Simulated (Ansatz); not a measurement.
# ScSi2: the cost of one run

Method: DFT PBEsol, scalar-relativistic, in Ansatz 0.2.0.

### 1 The system as given

The structure is hexagonal, space group P6/mmm (No. 191). Conventional cell: a = 3.660 Å, b = 3.660 Å, c = 3.870 Å, α = 90.00°, β = 90.00°, γ = 120.00°. Sc (site symmetry 6/mmm) has 12 Si at 2.87 Å in its first shell of neighbours. Si (site symmetry -6m2) is surrounded by 3 Si at 2.11 Å and 6 Sc at 2.87 Å.

Structure file:

```cif
data_structure
_symmetry_space_group_name_H-M 'P6/mmm'
_symmetry_Int_Tables_number 191
_cell_length_a 3.6600
_cell_length_b 3.6600
_cell_length_c 3.8700
_cell_angle_alpha 90.000
_cell_angle_beta 90.000
_cell_angle_gamma 120.000
_cell_volume 44.90
loop_
_atom_site_label
_atom_site_type_symbol
_atom_site_symmetry_multiplicity
_atom_site_Wyckoff_symbol
_atom_site_fract_x
_atom_site_fract_y
_atom_site_fract_z
_atom_site_occupancy
Sc1 Sc 1 a 0.00000 0.00000 0.00000 1
Si1 Si 2 d 0.33333 0.66667 0.50000 1
```

The file gives the conventional cell by its symmetry; the runs use the cell typed in the input.

Atoms are numbered in the order of the input: Sc1, Si2, Si3.

### 2 The deformed structure

Space group P6/mmm before, P6/mmm after.

### 3 LAPW, all electrons

input.yaml reads:

```yaml
crystal:
  lattice:
    - [3.6233987235, 0.0, 0.0]
    - [-1.8116993618, 3.1379553426, 0.0]
    - [0.0, 0.0, 3.87]
  atoms:
    - { symbol: Sc, position: [0.0, 0.0, 0.0] }
    - { symbol: Si, position: [0.3333333333, 0.6666666667, 0.5] }
    - { symbol: Si, position: [0.6666666667, 0.3333333333, 0.5] }
kpoints:
  mp_grid: { grid: [13, 13, 11] }
  band_path:
    path:
      - [0.0, 0.0, 0.0]
      - [0.5, 0.0, 0.0]
      - [0.3333333333, 0.3333333333, 0.0]
      - [0.0, 0.0, 0.0]
      - [0.0, 0.0, 0.5]
      - [0.5, 0.0, 0.5]
      - [0.3333333333, 0.3333333333, 0.5]
      - [0.0, 0.0, 0.5]
      - [0.5, 0.0, 0.5]
    npoints: 5
scf:
  occupations: { method: fermi_dirac, width: 0.05 }
hamiltonian:
  xc: pbesol
  pseudopotentials: { kind: all_electron, lapw: { basis_error: 0.001 } }
output:
  forces: true
  stress: true
  eigenvalues: true
```

The run is started by

```sh
ansatz run input.yaml --threads 1 --pin off --max-ram 4096MiB --backend cpu --events-out ev --progress --plain --runs-dir out
```

Q: Estimate wall time and peak memory on 1 thread of Arm Neoverse V1, shared host.

About 46 s, with a peak of 0.56 GiB.
